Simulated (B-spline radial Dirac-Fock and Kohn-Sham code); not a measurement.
# Inner shells of Lu⁺

What does theory give for the Lu⁺ ion? The session works out its X-ray form factor and Compton profile, the binding energy of each subshell and how cheaper methods do for the levels.

The numbers are computed with B-spline radial Dirac-Fock and Kohn-Sham code (version 3): a free atom or ion on a radial basis; each step names its model.

**1. The atom as given**

Lutetium as Lu⁺, [Xe] 4f13 5d1 6s2 (not the ground configuration).

```
nuclear charge     : 71
electrons          : 70
mass number        : 175
nuclear rms radius : 5.37 fm
```

**2. Form factor and Compton profile**

Model: Dirac-Fock average of configuration, finite nucleus; form factor of the spherical density, Waller-Hartree incoherent function, impulse-approximation Compton profiles.

Settings, as recorded:

```ini
task = scatter
Z = 71
charge = 1
configuration = 1s2 2s2 2p6 3s2 3p6 3d10 4s2 4p6 4d10 4f13 5s2 5p6 5d1 6s2
mass_number = 175
rms_radius = 5.37  # fm
s = [0.0, 0.05, 0.1, 0.15, 0.2, 0.25, 0.3, 0.35, 0.4, 0.45, 0.5, 0.6, 0.7, 0.8, 0.9, 1.0, 1.1, 1.2, 1.4, 1.6, 1.8, 2.0, 2.5, 3.0, 3.5, 4.0, 5.0, 6.0]  # 1/A
pz = [0, 0.1, 0.14, 0.19, 0.25, 0.34, 0.47, 0.64, 0.87, 1.2, 1.6, 2.2, 3.0, 4.1, 5.5, 7.5, 10.0, 14.0, 19.0, 26.0, 35.0]  # a.u.
photon_energy = [1000, 2000, 8047.8, 10000, 50000, 200000, 500000, 1000000]  # eV
```

From the run's result record (rounded, not every field):

```text
{
  "status": "converged",
  "form_factor [e]": [70.0, 68.956, 66.344, 63.088, 59.709, 56.341, 53.025, 49.817, 46.776, 43.939, 41.319, 36.686, 32.738, 29.348, 26.446, 23.989, 21.939, 20.248, 17.721, 15.941, 14.535, 13.279, 10.378, 8.0134, 6.4224, 5.4653, 4.4312, 3.6607],
  "incoherent": [-5.1292e-13, 1.3851, 4.0699, 6.6575, 9.1558, 11.576, 13.855, 16.013, 18.068, 20.01, 21.818, 25.037, 27.858, 30.423, 32.794, 34.996, 37.054, 38.991, 42.537, 45.628, 48.238, 50.401, 54.393, 57.199, 59.344, 61.046, 63.546, 65.247],
  "compton_total [1/a.u.]": [10.294, 10.065, 9.8614, 9.5471, 9.1223, 8.4898, 7.7651, 7.1885, 6.6535, 5.8253, 4.914, 4.0973, 3.4842, 2.6933, 1.8325, 1.133, 0.72789, 0.40868, 0.2186, 0.10487, 0.048144],
  "shells": ["1s1/2", "2s1/2", "2p1/2", "2p3/2", "3s1/2", "3p1/2", "3p3/2", "3d3/2", "3d5/2", "4s1/2", "4p1/2", "4p3/2", "4d3/2", "4d5/2", "4f5/2", "4f7/2", "5s1/2", "5p1/2", "5p3/2", "5d3/2", "5d5/2", "6s1/2"],
  "occupation": [2.0, 2.0, 2.0, 4.0, 2.0, 2.0, 4.0, 4.0, 6.0, 2.0, 2.0, 4.0, 4.0, 6.0, 5.5714, 7.4286, 2.0, 2.0, 4.0, 0.4, 0.6, 2.0],
  "mean_momentum [a.u.]": [72.462, 25.879, 34.209, 30.63, 13.042, 15.575, 14.508, 17.431, 17.051, 6.6055, 7.3961, 6.9342, 7.5479, 7.3821, 7.0005, 6.9025, 2.5254, 2.6178, 2.4033, 1.85, 1.7969, 0.76488],
  "r2 [bohr^2]": 59.629,
  "r_inverse [1/bohr]": 509.9,
  "r1 [bohr]": 41.699,
  "coherent [b]": [3139.5, 2878.4, 1484.5, 1220.1, 153.2, 14.373, 2.579, 0.66862],
  "incoherent_cross_section [b]": [1.0889, 2.8854, 11.802, 13.863, 28.743, 26.595, 19.819, 14.662],
  "radial_jk": {
    "4f": {"j0": [1.0, 0.98951, 0.95897, 0.91103, 0.84947, 0.77853, 0.70238, 0.62462, 0.54815, 0.47513, 0.40699, 0.28837, 0.19444, 0.12333, 0.071529, 0.035142, 0.010574, -0.0052228, -0.019747, -0.021882, -0.018965, -0.014634, -0.0057542, -0.0016055, -0.0001766, 0.00018401, 0.00016102, 6.8846e-05], "j2": [0.0, 0.0041837, 0.016197, 0.034563, 0.057219, 0.081937, 0.10668, 0.12981, 0.15018, 0.1671, 0.18027, 0.19558, 0.19807, 0.19096, 0.17748, 0.16036, 0.14169, 0.12292, 0.088562, 0.060882, 0.040226, 0.025593, 0.0067512, 0.00082064, -0.00058222, -0.00067278, -0.00031494, -0.00011247], "j4": [0.0, 1.0273e-05, 0.00015721, 0.00074068, 0.0021264, 0.0046197, 0.0083814, 0.013404, 0.019537, 0.026528, 0.034081, 0.049679, 0.064265, 0.076473, 0.085638, 0.091625, 0.094645, 0.095093, 0.09018, 0.080508, 0.068889, 0.057157, 0.032787, 0.017435, 0.0089218, 0.0044878, 0.0011262, 0.0002822], "j6": [0.0, 2.3846e-08, 1.4366e-06, 1.4846e-05, 7.3272e-05, 0.00023893, 0.00059668, 0.0012372, 0.0022381, 0.0036506, 0.0054933, 0.01039, 0.016551, 0.023409, 0.030385, 0.036998, 0.042897, 0.047865, 0.054666, 0.057459, 0.056983, 0.054176, 0.042257, 0.029643, 0.019631, 0.012614, 0.0050559, 0.0020542], "r2": 0.57397, "r4": 0.80646, "r6": 2.4346},
    "5d": {"j0": [1.0, 0.90677, 0.67877, 0.4212, 0.21209, 0.075942, 0.002903, -0.027303, -0.032888, -0.026566, -0.016035, 0.0033659, 0.013691, 0.016013, 0.013805, 0.0098974, 0.0059803, 0.0028426, -0.00050087, -0.00094296, -9.0764e-05, 0.00097424, 0.0021989, 0.0016576, 0.00075989, 0.00013243, -0.00027114, -0.00022124], "j2": [0.0, 0.036445, 0.11724, 0.18856, 0.21914, 0.20977, 0.17625, 0.13431, 0.094129, 0.060587, 0.035076, 0.0054864, -0.0045679, -0.0048097, -0.0014402, 0.0023248, 0.0051504, 0.0067154, 0.0068078, 0.0048706, 0.0026848, 0.0010444, -0.00027071, 0.00029728, 0.00090668, 0.001117, 0.00083607, 0.00043965], "j4": [0.0, 0.00061803, 0.0078536, 0.027948, 0.056864, 0.084432, 0.10298, 0.11022, 0.10769, 0.098389, 0.085326, 0.056661, 0.03241, 0.015545, 0.0054529, 0.00039909, -0.0013739, -0.0012679, 0.0010027, 0.0031115, 0.0040293, 0.0039228, 0.0019189, 0.00036204, -0.00010322, 1.2978e-05, 0.00047051, 0.00059087], "r2": 5.3344, "r4": 51.791, "r6": 839.07}
  }
}
```

The scattering functions against s = sin θ / λ:

| s (1/Å) | f (e) | f / N | S(s) |
| --- | --- | --- | --- |
| 0 | 70.00 | 1.000 | 0 |
| 0.100 | 66.34 | 0.948 | 4.070 |
| 0.200 | 59.71 | 0.853 | 9.156 |
| 0.300 | 53.03 | 0.758 | 13.86 |
| 0.400 | 46.78 | 0.668 | 18.07 |
| 0.500 | 41.32 | 0.590 | 21.82 |
| 0.700 | 32.74 | 0.468 | 27.86 |
| 0.900 | 26.45 | 0.378 | 32.79 |
| 1.10 | 21.94 | 0.313 | 37.05 |
| 1.40 | 17.72 | 0.253 | 42.54 |
| 1.80 | 14.53 | 0.208 | 48.24 |
| 2.50 | 10.38 | 0.148 | 54.39 |
| 3.50 | 6.422 | 0.092 | 59.34 |
| 5.00 | 4.431 | 0.063 | 63.55 |

**3. Core and valence levels**

Model: Dirac-Fock average of configuration, Delta-SCF, finite nucleus, first-order Breit with its frequency dependence, self-energy and vacuum polarisation.

Recorded inputs:

```ini
task = binding
```

From the run's result record (rounded, not every field):

```text
{
  "status": "converged",
  "shells": ["K", "L1", "L2", "L3", "M1", "M2", "M3", "M4", "M5", "N1", "N2", "N3", "N4", "N5", "N6,7", "O1", "O2", "O3", "O4,5", "P1"],
  "total_energy_parts [Ha]": [-14571.9749, 16.6311074, -1.75880932, -0.269384727, 11.9603785, -2.06465226],
  "koopmans [eV]": [63726.8, 10993.3, 10469.1, 9349.19, 2564.11, 2332.95, 2090.09, 1703.21, 1650.76, 554.815, 459.357, 403.401, 246.033, 235.576, 40.2486, 87.84, 57.5871, 49.7545, 15.501, 13.4104],
  "dirac_coulomb [eV]": [63640.5, 10941.7, 10413.2, 9295.98, 2534.68, 2302.59, 2061.15, 1671.76, 1619.83, 542.407, 447.181, 392.245, 235.416, 225.307, 31.9387, 85.2537, 55.2623, 47.7395, 14.7036, 13.2087],
  "gaunt [eV]": [-219.535, -23.5109, -40.666, -28.183, -4.11589, -7.38045, -4.84425, -3.07573, -2.02873, -0.822543, -1.48967, -0.887154, -0.380291, -0.169244, 0.173636, -0.103459, -0.164205, -0.0791425, 0.012207, -0.00760897],
  "retardation [eV]": [16.4565, 1.91602, 4.42372, 4.41541, 0.317269, 0.783431, 0.787229, 0.294914, 0.287206, 0.0709781, 0.169353, 0.164281, 0.040055, 0.0386135, -0.0279912, 0.00794688, 0.0180107, 0.0170601, -0.000926632, 0.000369804],
  "breit_frequency [eV]": [3.28651, -0.284092, -0.0221114, 1.4415, -0.0750498, -0.0748155, 0.283016, -0.0343484, -0.00336152, -0.0180494, -0.0198434, 0.0634369, -0.00799878, -0.0017871, -0.00393776, -0.00328652, -0.00347845, 0.00801744, -0.000611972, -0.000432005],
  "self_energy [eV]": [-127.432, -17.9632, 0.103343, -1.21715, -4.07456, -0.0465324, -0.292516, 0.310641, 0.165162, -0.956751, 0.0100521, -0.0451092, 0.0803976, 0.0516922, 0.0477919, -0.142822, 0.0171277, 0.0097858, 0.0159438, -0.0137826],
  "vacuum_polarisation [eV]": [23.1078, 3.04674, 0.0957192, -0.118082, 0.670227, 0.0207978, -0.0329163, -0.0352395, -0.0337495, 0.15787, 0.00229757, -0.0103888, -0.00992207, -0.00959323, -0.00629022, 0.0237504, -0.00202357, -0.00377539, -0.00242311, 0.00232763],
  "binding [eV]": [63336.4, 10904.9, 10377.1, 9272.32, 2527.4, 2295.89, 2057.05, 1669.22, 1618.21, 540.839, 445.853, 391.53, 235.139, 225.217, 32.1219, 85.0358, 55.1277, 47.6914, 14.7278, 13.1895],
  "mean_radius [bohr]": [0.0193191, 0.0811843, 0.067488, 0.0750595, 0.211607, 0.201809, 0.21581, 0.189875, 0.194215, 0.477826, 0.485708, 0.516275, 0.540354, 0.551552, 0.677954, 1.16802, 1.29487, 1.39425, 2.14888, 3.30067]
}
```

total_energy_parts: Dirac-Coulomb, Gaunt, retardation, frequency dependence, self-energy, vacuum polarisation. 

The binding energies by parts, in eV; the parts add up.

| level | -ε | relaxation | Breit | QED | binding |
| --- | --- | --- | --- | --- | --- |
| K | 63726.8 | -86.24 | -199.79 | -104.32 | 63336.4 |
| L1 | 10993.3 | -51.63 | -21.88 | -14.92 | 10904.9 |
| L2 | 10469.1 | -55.96 | -36.26 | 0.20 | 10377.1 |
| L3 | 9349.2 | -53.21 | -22.33 | -1.34 | 9272.3 |
| M1 | 2564.1 | -29.43 | -3.87 | -3.40 | 2527.4 |
| M2 | 2333.0 | -30.37 | -6.67 | -0.03 | 2295.9 |
| M3 | 2090.1 | -28.94 | -3.77 | -0.33 | 2057.1 |
| M4 | 1703.2 | -31.45 | -2.82 | 0.28 | 1669.2 |
| M5 | 1650.8 | -30.93 | -1.74 | 0.13 | 1618.2 |
| N1 | 554.8 | -12.41 | -0.77 | -0.80 | 540.8 |
| N2 | 459.4 | -12.18 | -1.34 | 0.01 | 445.9 |
| N3 | 403.4 | -11.16 | -0.66 | -0.06 | 391.5 |
| N4 | 246.0 | -10.62 | -0.35 | 0.07 | 235.1 |
| N5 | 235.6 | -10.27 | -0.13 | 0.04 | 225.2 |
| N6,7 | 40.25 | -8.31 | 0.14 | 0.04 | 32.12 |
| O1 | 87.84 | -2.59 | -0.10 | -0.12 | 85.04 |
| O2 | 57.59 | -2.32 | -0.15 | 0.02 | 55.13 |
| O3 | 49.75 | -2.02 | -0.05 | 0.01 | 47.69 |
| O4,5 | 15.50 | -0.80 | 0.01 | 0.01 | 14.73 |
| P1 | 13.41 | -0.20 | -0.01 | -0.01 | 13.19 |

X-ray lines as differences of these levels:

| line | energy (eV) |
| --- | --- |
| Kβ2' (K-N3) | 62944.9 |
| Kβ2'' (K-N2) | 62890.6 |
| Kβ1 (K-M3) | 61279.4 |
| Kβ3 (K-M2) | 61040.5 |
| Kα1 (K-L3) | 54064.1 |
| Kα2 (K-L2) | 52959.3 |
| Lγ4 (L1-O3) | 10857.2 |
| Lγ3 (L1-N3) | 10513.4 |
| Lγ2 (L1-N2) | 10459.1 |
| Lγ1 (L2-N4) | 10142.0 |
| Lγ5 (L2-N1) | 9836.3 |
| Lβ7 (L3-O1) | 9187.3 |
| Lβ2 (L3-N5) | 9047.1 |
| Lβ15 (L3-N4) | 9037.2 |

**4. Dirac PBE, for comparison**

Model: Dirac-Kohn-Sham PBE, finite nucleus, spherical and without spin polarisation.

Recorded inputs:

```ini
task = binding-ladder
method = pbe,pbe
relativity = dirac
```

From the run's result record (rounded, not every field):

```text
{
  "status": "converged",
  "shells": ["K", "L1", "L2", "L3", "M1", "M2", "M3", "M4", "M5", "N1", "N2", "N3", "N4", "N5", "N6,7", "O1", "O2", "O3", "O4,5", "P1"],
  "minus_eigenvalue [eV]": [63160.3, 10759.7, 10271.9, 9154.55, 2452.61, 2236.5, 1998.19, 1630.79, 1578.77, 502.415, 414.313, 359.909, 214.878, 204.911, 26.0006, 74.2811, 49.2649, 41.8631, 10.7803, 11.7012],
  "delta_scf [eV]": [63684.9, 10853.5, 10393.0, 9259.84, 2478.73, 2264.66, 2023.81, 1661.94, 1608.97, 514.171, 425.987, 371.188, 225.896, 215.811, 35.7115, 81.5414, 56.0481, 48.2999, 15.5283, 15.0156],
  "total_energy [Ha]": -14578.5585,
  "dirac_fock_binding [eV]": [63336.4, 10904.9, 10377.1, 9272.32, 2527.4, 2295.89, 2057.05, 1669.22, 1618.21, 540.839, 445.853, 391.53, 235.139, 225.217, 32.1219, 85.0358, 55.1277, 47.6914, 14.7278, 13.1895]
}
```

Against the Dirac-Fock value with Breit and QED (eV):

| level | -ε | miss | ΔSCF | miss | Dirac-Fock |
| --- | --- | --- | --- | --- | --- |
| K | 63160.3 | -176.1 | 63684.9 | +348.5 | 63336.4 |
| L1 | 10759.7 | -145.2 | 10853.5 | -51.4 | 10904.9 |
| L2 | 10271.9 | -105.2 | 10393.0 | +15.9 | 10377.1 |
| L3 | 9154.5 | -117.8 | 9259.8 | -12.5 | 9272.3 |
| M1 | 2452.6 | -74.8 | 2478.7 | -48.7 | 2527.4 |
| M2 | 2236.5 | -59.4 | 2264.7 | -31.2 | 2295.9 |
| M3 | 1998.2 | -58.9 | 2023.8 | -33.2 | 2057.1 |
| M4 | 1630.8 | -38.4 | 1661.9 | -7.3 | 1669.2 |
| M5 | 1578.8 | -39.4 | 1609.0 | -9.2 | 1618.2 |
| N1 | 502.4 | -38.4 | 514.2 | -26.7 | 540.8 |
| N2 | 414.3 | -31.5 | 426.0 | -19.9 | 445.9 |
| N3 | 359.9 | -31.6 | 371.2 | -20.3 | 391.5 |
| N4 | 214.9 | -20.3 | 225.9 | -9.2 | 235.1 |
| N5 | 204.9 | -20.3 | 215.8 | -9.4 | 225.2 |
| N6,7 | 26.00 | -6.1 | 35.71 | +3.6 | 32.12 |
| O1 | 74.28 | -10.8 | 81.54 | -3.5 | 85.04 |
| O2 | 49.26 | -5.9 | 56.05 | +0.9 | 55.13 |
| O3 | 41.86 | -5.8 | 48.30 | +0.6 | 47.69 |
| O4,5 | 10.78 | -3.9 | 15.53 | +0.8 | 14.73 |
| P1 | 11.70 | -1.5 | 15.02 | +1.8 | 13.19 |

**5. Cost and miss of the cheaper method**

| method | level | eigenvalue miss (%) | ΔSCF miss (%) | time |
| --- | --- | --- | --- | --- |
| Dirac PBE | K | -0.28 | +0.55 | 20 s |
| Dirac-Fock + Breit + QED | all | - | reference | 33 s |

Times cover the ground state and all hole states of a step, on one thread of a shared host; states solved in an earlier step are reused, and a first call can include compiling.

**6. Summary of results**

| quantity | value |
| --- | --- |
| rms radius of the electron cloud | 0.923 bohr |
| form factor halves at | 0.64 1/Å |
| Compton profile at zero | 10.29 1/a.u. |
| deepest level listed, K (1s) | 63336.4 eV |
| least bound, P1 (6s) | 13.19 eV |
| Kα1 | 54064.1 eV |
| Dirac PBE, K: eigenvalue / ΔSCF | 63160.3 / 63684.9 eV |

**Reading.** The form factor starts at the 70 electrons and halves by s = 0.64 1/Å. Incoherent scattering outweighs coherent from 200 keV on, among the energies asked. The K (1s) level lies 86.2 eV under Koopmans' value by relaxation alone; Breit gives -199.79 and QED -104.32 eV. Dirac PBE misses the K level by -0.3 % with its eigenvalue and by +0.6 % with ΔSCF. Breit and QED terms, which only the reference holds, shift this level by tenths of a per cent, so the eigenvalue's nearness can be cancellation. The Hartree-Fock and Dirac-Fock values hold no electron correlation.
